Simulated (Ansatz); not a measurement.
From input file to script: CH9OSSi3, SMILES CS[SiH]O[SiH2][SiH3] in Ansatz 0.2.0.

```yaml
crystal:
  periodic: [false, false, false]
  atoms:
    - { symbol: C, position_ang: [3.6394, -0.2566, -0.3271] }
    - { symbol: S, position_ang: [2.1208, 0.2086, -1.2138] }
    - { symbol: Si, position_ang: [0.8493, -1.0393, -0.0055] }
    - { symbol: O, position_ang: [-0.7862, -0.8261, -0.4836] }
    - { symbol: Si, position_ang: [-1.4061, 0.3907, 0.5599] }
    - { symbol: Si, position_ang: [-3.5351, 0.7924, 0.0238] }
    - { symbol: H, position_ang: [3.5611, 0.0266, 0.7436] }
    - { symbol: H, position_ang: [4.498, 0.2832, -0.7761] }
    - { symbol: H, position_ang: [3.8183, -1.3485, -0.4179] }
    - { symbol: H, position_ang: [1.2318, -2.4477, -0.1838] }
    - { symbol: H, position_ang: [-0.6399, 1.6379, 0.4021] }
    - { symbol: H, position_ang: [-1.3499, -0.061, 1.9598] }
    - { symbol: H, position_ang: [-4.3184, -0.4422, 0.1791] }
    - { symbol: H, position_ang: [-3.6084, 1.249, -1.3719] }
    - { symbol: H, position_ang: [-4.0746, 1.8331, 0.9115] }
accuracy: high
basis:
  gaussian: { orbitals: "6-31G" }
hamiltonian:
  xc: hf
magnetization:
  spin_polarized: true
  initial_magnetization: 1.0
scf:
  lower_state_search: standard
output:
  forces: true
```

On the command line:
```console
$ ansatz run input.yaml --threads 1 --pin off --max-ram 4096MiB --backend cpu --events-out ev --progress --plain --runs-dir out
Engine: ansatz 0.2.0, x86_64-unknown-linux-gnu
Functional definition: HF
  exchange = exact_x
  correlation = 0
2236 factors; integrals over basis functions are off by at most 1.5e-8 eV
mean field evaluation 1: about -37602.9959 eV, gradient 2.6e1 eV
mean field evaluation 2: about -37603.0086 eV, gradient 2.6e1 eV
mean field evaluation 4: about -37606.8229 eV, gradient 2.7e0 eV
mean field evaluation 8: about -37606.9253 eV, gradient 1.7e-1 eV
mean field -37606.92654342 eV, -1382.0290595802 hartree, gradient 5.9e-8 eV, S^2 0.754724; 0 other end points of the search recorded, 0 dependent functions left out
the calculation of the forces begins
reference -37606.92654342 eV, -1382.0290595802 hartree; 41, 40 occupied and 47, 48 virtual orbitals, 2236 factors
Total energy: -37606.92654342 eV, -1382.0290595802 hartree
Atom 0 at     3.639400    -0.256600    -0.327100 Å, force     2.083208    -0.431209     1.012693 eV/Å
Atom 1 at     2.120800     0.208600    -1.213800 Å, force    -0.298307     0.989569    -1.148779 eV/Å
Atom 2 at     0.849300    -1.039300    -0.005500 Å, force    -0.090134    -1.530577    -0.420144 eV/Å
Atom 3 at    -0.786200    -0.826100    -0.483600 Å, force     0.867818     0.244096     0.747897 eV/Å
Atom 4 at    -1.406100     0.390700     0.559900 Å, force    -0.922165     0.678306     0.256743 eV/Å
Atom 5 at    -3.535100     0.792400     0.023800 Å, force    -1.190282     0.056133    -0.501321 eV/Å
Atom 6 at     3.561100     0.026600     0.743600 Å, force     0.271255    -0.301618    -1.017270 eV/Å
Atom 7 at     4.498000     0.283200    -0.776100 Å, force    -0.877921    -0.550311     0.431387 eV/Å
Atom 8 at     3.818300    -1.348500    -0.417900 Å, force    -0.011936     1.046269     0.162159 eV/Å
Atom 9 at     1.231800    -2.447700    -0.183800 Å, force     0.156922    -0.458049     0.050945 eV/Å
Atom 10 at    -0.639900     1.637900     0.402100 Å, force     0.434652     0.189363     0.081773 eV/Å
Atom 11 at    -1.349900    -0.061000     1.959800 Å, force     0.266712    -0.139970     0.410597 eV/Å
Atom 12 at    -4.318400    -0.442200     0.179100 Å, force    -0.336120    -0.300818     0.044469 eV/Å
Atom 13 at    -3.608400     1.249000    -1.371900 Å, force    -0.131266     0.170389    -0.383905 eV/Å
Atom 14 at    -4.074600     1.833100     0.911500 Å, force    -0.222437     0.338427     0.272755 eV/Å
Dipole moment:     0.325063    -0.032970     0.651453 e Å
```

`ch9ossi3_energy.py`
```python
# -*- coding: utf-8 -*-
"""Electronic structure of the CH9OSSi3 molecule."""

import sys

import ansatz as az
import numpy as np
import pandas as pd

BASIS = "6-31G"
FUNCTIONAL = "HF"


def main():
    ch9ossi3 = (
        az.Crystal.molecule()
        .atom("C", [3.6394, -0.2566, -0.3271])
        .atom("S", [2.1208, 0.2086, -1.2138])
        .atom("Si", [0.8493, -1.0393, -0.0055])
        .atom("O", [-0.7862, -0.8261, -0.4836])
        .atom("Si", [-1.4061, 0.3907, 0.5599])
        .atom("Si", [-3.5351, 0.7924, 0.0238])
        .atom("H", [3.5611, 0.0266, 0.7436])
        .atom("H", [4.498, 0.2832, -0.7761])
        .atom("H", [3.8183, -1.3485, -0.4179])
        .atom("H", [1.2318, -2.4477, -0.1838])
        .atom("H", [-0.6399, 1.6379, 0.4021])
        .atom("H", [-1.3499, -0.061, 1.9598])
        .atom("H", [-4.3184, -0.4422, 0.1791])
        .atom("H", [-3.6084, 1.249, -1.3719])
        .atom("H", [-4.0746, 1.8331, 0.9115])
    )

    calc = (
        ch9ossi3.calculation()
        .basis(gaussian=BASIS)
        .functional(FUNCTIONAL)
        .spin("collinear", total=1)
        .accuracy("high")
        .scf(lower_state_search="standard")
        .forces()
    )
    try:
        report = calc.run(threads=1).report
    except az.AnsatzError as error:
        sys.exit(f"{type(error).__name__}: {error}")

    for key in ("converged", "free_energy_ev", "reference_energy_ev", "n_frozen", "n_occupied", "n_virtual"):
        print(f"{key:22s} {report[key]}")

    symbols = [site.symbol for site in ch9ossi3.cartesian_sites]
    print("forces (eV/A)")
    for symbol, f in zip(symbols, report["forces_ev_ang"]):
        print(f"  {symbol:2s} {f[0]:9.4f} {f[1]:9.4f} {f[2]:9.4f}")

    charges = report["charge_distribution"]
    table = pd.DataFrame({"atom": symbols, "mulliken": charges["mulliken_charges_e"], "lowdin": charges["lowdin_charges_e"]})
    print(table.round(3).to_string())
    print("dipole (e A):", np.round(charges["dipole_moment_e_ang"], 4) + 0.0)


if __name__ == "__main__":
    main()
```

```console
$ python ch9ossi3_energy.py
converged              True
free_energy_ev         -37606.926543415786
reference_energy_ev    -37606.926543415786
n_frozen               0
n_occupied             [41, 40]
n_virtual              [47, 48]
forces (eV/A)
  C     2.0832   -0.4312    1.0127
  S    -0.2983    0.9896   -1.1488
  Si   -0.0901   -1.5306   -0.4201
  O     0.8678    0.2441    0.7479
  Si   -0.9222    0.6783    0.2567
  Si   -1.1903    0.0561   -0.5013
  H     0.2713   -0.3016   -1.0173
  H    -0.8779   -0.5503    0.4314
  H    -0.0119    1.0463    0.1622
  H     0.1569   -0.4580    0.0509
  H     0.4347    0.1894    0.0818
  H     0.2667   -0.1400    0.4106
  H    -0.3361   -0.3008    0.0445
  H    -0.1313    0.1704   -0.3839
  H    -0.2224    0.3384    0.2728
   atom  mulliken  lowdin
0     C    -0.751  -0.455
1     S    -0.135   0.015
2    Si     0.929   0.558
3     O    -1.074  -0.710
4    Si     0.989   0.577
5    Si     0.505   0.375
6     H     0.199   0.125
7     H     0.225   0.137
8     H     0.200   0.126
9     H    -0.179  -0.141
10    H    -0.191  -0.124
11    H    -0.206  -0.136
12    H    -0.166  -0.114
13    H    -0.162  -0.111
14    H    -0.184  -0.122
dipole (e A): [ 0.3251 -0.033   0.6515]
```

Reading the output:
- The settings weren't tested for convergence.
- The geometry is a force-field or estimated start, not a minimum of this method, and the basis set is short of its limit.
- The species is open-shell (spin multiplicity 2).
- The Löwdin charges here are taken after orthogonalising the functions within each atom; they differ from plain Löwdin charges, and their signs can be unphysical.
- Hardware and time: 12 s on 1 thread of Intel(R) Xeon(R) Platinum 8488C (Sapphire Rapids), on a shared host, peak memory 0.62 GiB.

(A comment or docstring line of the script was reworded after the run, the code is as it ran; lines on the test bed's own set-up are left out of the output.)
